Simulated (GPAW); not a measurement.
Runs of GPAW 26.7.0 on BeCr3. It takes space group Pm-3m (No. 221, cubic). Conventional cell: a = 3.511 Å, b = 3.511 Å, c = 3.511 Å, α = 90.00°, β = 90.00°, γ = 90.00°. Cr (site symmetry 4/mmm) has 8 Cr at 2.48 Å and 4 Be at 2.48 Å as nearest neighbours. Around Be (site symmetry m-3m) lie 12 Cr at 2.48 Å. The cell comes from a database or a generator and needn't be the stable form of this composition.

```csv
U,gap on the mesh (eV),pressure (GPa),moment (μB),relaxed volume (Å³/atom)
Cr d U = 5 eV,none,0.0,13.99,17.62
Cr d U = 8 eV,none,0.0,14.65,18.71
Cr d U = 3 eV,none,-0.1,(b),16.93
Cr d U = 6 eV,none,0.0,(a),(c)
```

Alike in all rows: task relaxation of cell and atoms; level PBEsol+U; potentials or basis PAW data sets generated in the run's folder for this functional, pw; spin collinear, ferromagnetic start; cell relaxed; k mesh 6 × 6 × 6; cutoff (eV) 800; smearing fermi-dirac 0.05 eV.

Q: Fill in the values left out.

A: (a) 14.21; (b) 13.53; (c) 17.98.

Caveats: each step starts from the last one's moments, so a moment once lost doesn't come back; later steps reuse the first step's grids; the electronic state changed during the relaxation; the volume moved by over 15 % at a fixed basis, so the end points are rough; the U is typed as a test and isn't derived for this compound.

A gap of «none» marks a metal or a gap under the smearing width.
